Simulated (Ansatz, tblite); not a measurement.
**Cyclo-(H2SnNH)2 (Sn₂N₂H₆): a ladder of methods and basis sets**

An exercise on one series of results from a longer session: the logs are not shown, and one member is left open.

Method: as each input shows; program: Ansatz 0.2.0, Gaussian basis.

Levels to be run: GFN1-xTB, GFN2-xTB, PBE-D4/def2-TZVP, r2SCAN-D4/def2-TZVP, LDA/def2-TZVP, CAM-B3LYP-D4/def2-TZVP, revPBE-D4/def2-TZVP, HSE06-D4/def2-TZVP, LC-ωPBE/def2-TZVP, r2SCAN0-D4/def2-TZVP, PBE-QIDH/def2-TZVP, PBE-D4/def2-SVP, PBE0-D4/def2-SVP, PBE0-D4/def2-TZVPD, PBE-D4/def2-TZVPD, r2SCAN-D4/def2-TZVPD, CCSD(T)/def2-SVP, MP2/def2-TZVP, RPA/def2-TZVP.

1 further run of the same task is left out (set aside as unsound or not needed).

## The geometry

The singlet was relaxed beforehand with B3LYP-D4/def2-SVP.

10 atoms, charge 0, spin multiplicity 1.

Bond lengths: Sn1–H2 1.723 Å, Sn1–H3 1.734 Å, Sn1–N4 2.067 Å, Sn1–N8 2.068 Å, N4–Sn5 2.067 Å, N4–H9 1.017 Å, Sn5–H6 1.734 Å, Sn5–H7 1.723 Å, Sn5–N8 2.068 Å, N8–H10 1.017 Å. Angles: H2–Sn1–H3 110.7°, H2–Sn1–N4 113.9°, H2–Sn1–N8 113.8°, H3–Sn1–N4 116.9°, H3–Sn1–N8 116.8°, N4–Sn1–N8 82.3°, Sn1–N4–Sn5 96.9°, Sn1–N4–H9 125.0°, Sn5–N4–H9 125.0°, N4–Sn5–H6 116.9°, N4–Sn5–H7 113.9°, N4–Sn5–N8 82.3°, H6–Sn5–H7 110.7°, H6–Sn5–N8 116.8°, H7–Sn5–N8 113.8°, Sn1–N8–Sn5 96.8°, Sn1–N8–H10 124.2°, Sn5–N8–H10 124.2°.

As a file:

```mol
H6N2Sn2
  3D, bonds by distance, orders not assigned

 10 10  0  0  0  0  0  0  0  0999 V2000
    0.9118   -0.4313   -1.1734 Sn  0  0
    1.0066    0.1535   -2.7915 H   0  0
    2.0592   -1.7047   -0.9141 H   0  0
    0.8364    1.0630    0.2521 N   0  0
   -0.9482    0.4880    1.1212 Sn  0  0
   -0.8541   -0.2649    2.6799 H   0  0
   -2.1563    1.7167    1.1103 H   0  0
   -1.0207   -0.7696   -0.5191 N   0  0
    1.6398    1.4294    0.7565 H   0  0
   -1.4745   -1.6801   -0.5220 H   0  0
  1  2  8  0
  1  3  8  0
  1  4  8  0
  1  8  8  0
  4  5  8  0
  4  9  8  0
  5  6  8  0
  5  7  8  0
  5  8  8  0
  8 10  8  0
M  END
```

Sn takes a core potential in the def2 sets. No spin-orbit coupling is included.

PBE0-D4/def2-TZVP was run before; its log isn't repeated, and its numbers join the tables.

The first run:

Tight binding, by tblite at 300 K electronic temperature and without a spin-polarisation term:

```python
tblite.interface.Calculator('GFN1-xTB', numbers, positions, charge=0, uhf=0).singlepoint()
```

Tight binding, by tblite at 300 K electronic temperature and without a spin-polarisation term:

```python
tblite.interface.Calculator('GFN2-xTB', numbers, positions, charge=0, uhf=0).singlepoint()
```

start.molden holds the orbitals of an earlier run on this state, given as this run's starting guess.

in.yaml

```yaml
crystal:
  periodic: [false, false, false]
  atoms:
    - {symbol: Sn, position_ang: [0.911835, -0.431283, -1.173400]}
    - {symbol: H, position_ang: [1.006552, 0.153464, -2.791504]}
    - {symbol: H, position_ang: [2.059167, -1.704697, -0.914050]}
    - {symbol: N, position_ang: [0.836410, 1.062998, 0.252141]}
    - {symbol: Sn, position_ang: [-0.948190, 0.488024, 1.121210]}
    - {symbol: H, position_ang: [-0.854103, -0.264859, 2.679906]}
    - {symbol: H, position_ang: [-2.156265, 1.716679, 1.110263]}
    - {symbol: N, position_ang: [-1.020743, -0.769638, -0.519086]}
    - {symbol: H, position_ang: [1.639789, 1.429446, 0.756472]}
    - {symbol: H, position_ang: [-1.474462, -1.680114, -0.521953]}
basis:
  gaussian: {orbitals: def2-TZVP, initial_orbitals: start.molden}
hamiltonian: {xc: pbe, dispersion: d4}
scf: {omitted_lower_state_checks: [starts]}
output: {orbitals: {seedname: orbitals}}
```

Started as:

```bash
$ ansatz run in.yaml --threads 4 --pin off --events-out ev --progress --plain --max-ram 3916MiB
```

Steps of the session up to this table: PBE-D4/def2-TZVP; r2SCAN-D4/def2-TZVP; LDA/def2-TZVP; CAM-B3LYP-D4/def2-TZVP; revPBE-D4/def2-TZVP; HSE06-D4/def2-TZVP; LC-ωPBE/def2-TZVP; r2SCAN0-D4/def2-TZVP; PBE-QIDH/def2-TZVP; PBE-D4/def2-SVP; PBE0-D4/def2-SVP; PBE0-D4/def2-TZVPD; PBE-D4/def2-TZVPD; r2SCAN-D4/def2-TZVPD; CCSD(T)/def2-SVP; MP2/def2-TZVP; RPA/def2-TZVP.

One table of the session follows, with a row left open; its other results are not shown here.

```
                 level  HOMO (eV)  gap (eV)
         LDA/def2-TZVP      -5.30      3.22
       PBE-D4/def2-SVP      -4.81      3.21
      PBE-D4/def2-TZVP      -5.14      3.31
     PBE-D4/def2-TZVPD      -5.23      3.33
   revPBE-D4/def2-TZVP      -5.08      3.35
   r2SCAN-D4/def2-TZVP      -5.41      3.87
  r2SCAN-D4/def2-TZVPD      -5.48      3.89
      PBE0-D4/def2-SVP      -6.24      5.41
     PBE0-D4/def2-TZVP      -6.50      5.40
    PBE0-D4/def2-TZVPD      -6.57      5.40
  r2SCAN0-D4/def2-TZVP          ?         ?
    HSE06-D4/def2-TZVP      -6.10      4.64
CAM-B3LYP-D4/def2-TZVP      -7.89      7.63
     LC-ωPBE/def2-TZVP      -9.29     10.15
```

Q: Estimate the row for r2SCAN0-D4/def2-TZVP from the others.

As computed: HOMO (eV): -6.70; gap (eV): 5.77. In the column «HOMO (eV)» it lies between CAM-B3LYP-D4/def2-TZVP (-7.89) and PBE0-D4/def2-TZVPD (-6.57).
